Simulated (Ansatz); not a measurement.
**SiGeP (sextet): the correlation ladder, cc-pVTZ**

An exercise on one series of results from a longer session: the logs are not shown, and one member is left open.

The runs use Ansatz 0.2.0, Gaussian basis; cc-pVTZ, core rule «outside noble gas», up to 24 orbitals frozen.

The runs, in order: UHF; CCSD(T) on ROHF; CCSD(T) on UHF; BCCD(T) on ROHF; CCSDT(Q) on ROHF; CCSDT(Q) on UHF; CASSCF and NEVPT2, 13 electrons in 12 orbitals.

3 further runs of the same task are left out: 3 set aside as unsound or not needed.

## What is computed

The geometry is a PBE0/def2-TZVP stationary point (not a proven minimum) of the parent state, kept for this charge and spin. No spin-orbit coupling is included. The filled d shell of Ge may be among the frozen orbitals whatever the setting's name suggests; the logs give the count.

3 atoms, charge 0, spin multiplicity 6.

Atoms are counted from 1 here; the program's logs count them from 0.

Bond lengths: P1–Ge2 2.445 Å, P1–Si3 2.246 Å, Ge2–Si3 2.249 Å. Angles: Ge2–P1–Si3 57.1°, P1–Ge2–Si3 57.0°, P1–Si3–Ge2 65.9°.

Set-up of the first run:

File in.yaml:

```yaml
crystal:
  periodic: [false, false, false]
  atoms:
    - {symbol: P, position_ang: [0.000000, 0.880970, 1.404938]}
    - {symbol: Ge, position_ang: [0.000000, 0.123028, -0.920077]}
    - {symbol: Si, position_ang: [0.000000, -1.289765, 0.830256]}
basis:
  gaussian: {orbitals: cc-pVTZ}
magnetization: {spin_polarized: true, initial_magnetization: 5}
hamiltonian: {xc: hf}
output: {orbitals: {seedname: orbitals}}
```

Launch:

```console
$ ansatz run in.yaml --threads 1 --pin off --events-out ev --progress --plain --max-ram 4096MiB --backend cpu
```

Steps of the session up to this table: UHF; CCSD(T) on ROHF; CCSD(T) on UHF; BCCD(T) on ROHF; CCSDT(Q) on ROHF; CCSDT(Q) on UHF; CASSCF and NEVPT2, 13 electrons in 12 orbitals.

One of the session's tables, all rows but one given; the rest of the session is left out.

```
        method  from UCCSDT(Q) (meV)
          ROHF               +9089.1
           UHF               +8737.5
          RMP2               +1428.8
          UMP2               +1568.6
         RCCSD                +641.9
         UCCSD                +620.3
      RCCSD(T)                +102.9
      UCCSD(T)                 +96.8
       BCCD(T)                +103.2
        RCCSDT                 +58.3
        UCCSDT                 +44.7
     RCCSDT(Q)                     ?
     UCCSDT(Q)                     0
CASSCF valence               +7303.8
NEVPT2 valence               +1615.6
```

Q: Estimate the row for RCCSDT(Q) from the others.

As computed: from UCCSDT(Q) (meV): +13.4. In the column «from UCCSDT(Q) (meV)» it lies between UCCSDT(Q) (0) and UCCSDT (+44.7).

Limits of these values: Restricted and unrestricted rows rest on different reference determinants; where their highest levels disagree by more than a few hundredths of an eV, they describe different states and don't form one ladder.
